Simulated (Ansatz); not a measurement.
# C2H5ClO2Si: up Jacob's ladder to CCSD(T)

One table from this session's results is given with a row withheld; the runs are named, their logs left out.

Program: Ansatz 0.2.0, Gaussian basis. Level of theory: functionals in def2-TZVPP, the program's frozen cores in correlated methods. These are calculated values, not measurements.

The runs, in order: LDA (SPW92), PBE-D4, revPBE-D4, BLYP-D4, r2SCAN-D4, B97M-V, PBE0-D4, B3LYP-D4, r2SCANh-D4, r2SCAN0-D4, HSE06-D4, BHLYP-D4, CAM-B3LYP-D4, LC-ωPBE, ωB97X-V, ωB97M-V, B2PLYP, PBE-QIDH; CCSD(T)/def2-SVP; CCSD(T)/def2-TZVPP; MP2/def2-QZVPP; extrapolation to the limit; RPA on PBE.

## The geometry

An earlier PBE0-D4 in a triple-zeta def2 set relaxation fixed the geometry.

SMILES `CC(=O)O[SiH2]Cl`, 11 atoms, charge 0, spin multiplicity 1.

Atoms are counted from 1 here; the program's logs count them from 0.

Bond lengths: C1–C2 1.491 Å, C1–H7 1.087 Å, C1–H8 1.092 Å, C1–H9 1.092 Å, C2–O3 1.206 Å, C2–O4 1.342 Å, O4–Si5 1.689 Å, Si5–Cl6 2.045 Å, Si5–H10 1.472 Å, Si5–H11 1.472 Å. Angles: C2–C1–H7 110.0°, C2–C1–H8 109.5°, C2–C1–H9 109.5°, H7–C1–H8 110.3°, H7–C1–H9 110.3°, H8–C1–H9 107.2°, C1–C2–O3 125.9°, C1–C2–O4 113.6°, O3–C2–O4 120.5°, C2–O4–Si5 112.9°, O4–Si5–Cl6 103.2°, O4–Si5–H10 111.0°, O4–Si5–H11 111.0°, Cl6–Si5–H10 108.0°, Cl6–Si5–H11 108.0°, H10–Si5–H11 114.9°.

The first run:

in.yaml

```yaml
crystal:
  periodic: [false, false, false]
  atoms:
    - {symbol: C, position_ang: [0.133044, -1.981740, -0.127203]}
    - {symbol: C, position_ang: [0.396684, -0.517733, -0.224929]}
    - {symbol: O, position_ang: [1.363861, -0.004786, -0.731956]}
    - {symbol: O, position_ang: [-0.568373, 0.238522, 0.319786]}
    - {symbol: Si, position_ang: [-0.252530, 1.893014, 0.199661]}
    - {symbol: Cl, position_ang: [-1.876407, 2.746553, 1.103543]}
    - {symbol: H, position_ang: [0.948889, -2.537092, -0.582213]}
    - {symbol: H, position_ang: [-0.809615, -2.216179, -0.625623]}
    - {symbol: H, position_ang: [0.021225, -2.262796, 0.921808]}
    - {symbol: H, position_ang: [0.944264, 2.259301, 0.975359]}
    - {symbol: H, position_ang: [-0.235643, 2.325937, -1.207634]}
basis:
  gaussian: {orbitals: def2-TZVPP}
hamiltonian: {xc: lda}
output: {orbitals: {seedname: orbitals}}
```

Launch:

```console
$ ansatz run in.yaml --threads 4 --pin off --events-out ev --progress --plain --max-ram 10444MiB
```

Among the steps run: LDA; PBE-D4 (GGA); revPBE-D4 (GGA); BLYP-D4 (GGA); r2SCAN-D4 (meta-GGA); B97M-V (meta-GGA); PBE0-D4 (hybrid); B3LYP-D4 (hybrid); r2SCANh-D4 (hybrid); r2SCAN0-D4 (hybrid); HSE06-D4 (hybrid); BHLYP-D4 (hybrid); CAM-B3LYP-D4 (range-separated); LC-ωPBE (range-separated); ωB97X-V (range-separated); ωB97M-V (range-separated); B2PLYP (double hybrid); PBE-QIDH (double hybrid).

One table of the session follows, with a row left open; its other results are not shown here.

It belongs to the step «Frontier levels by functional». 

| functional | HOMO (eV) | gap (eV) |
| --- | --- | --- |
| LDA (SPW92) | -7.06 | 5.33 |
| PBE-D4 | -6.85 | 5.39 |
| revPBE-D4 | -6.77 | 5.42 |
| BLYP-D4 | -6.76 | 5.41 |
| r2SCAN-D4 | -7.20 | 6.01 |
| B97M-V | -7.34 | 6.27 |
| PBE0-D4 | -8.51 | 8.21 |
| B3LYP-D4 | ? | ? |
| r2SCANh-D4 | -7.83 | 7.05 |
| r2SCAN0-D4 | -8.77 | 8.62 |
| HSE06-D4 | -8.11 | 7.41 |
| BHLYP-D4 | -10.11 | 11.06 |
| CAM-B3LYP-D4 | -9.99 | 10.89 |
| LC-ωPBE | -11.33 | 13.47 |
| ωB97X-V | -10.99 | 13.07 |
| ωB97M-V | -10.93 | 12.89 |

Estimate the missing values for B3LYP-D4.

Worked estimate for «HOMO (eV)». Against the share of exact exchange, BLYP-D4 (0, -6.76), BHLYP-D4 (0.5, -10.11) give a slope of -6.70 per unit share; at 0.2 the line stands at -8.10.

**Answer.** HOMO (eV): -8.25; gap (eV): 7.66. In «HOMO (eV)» the line misses by +0.15.
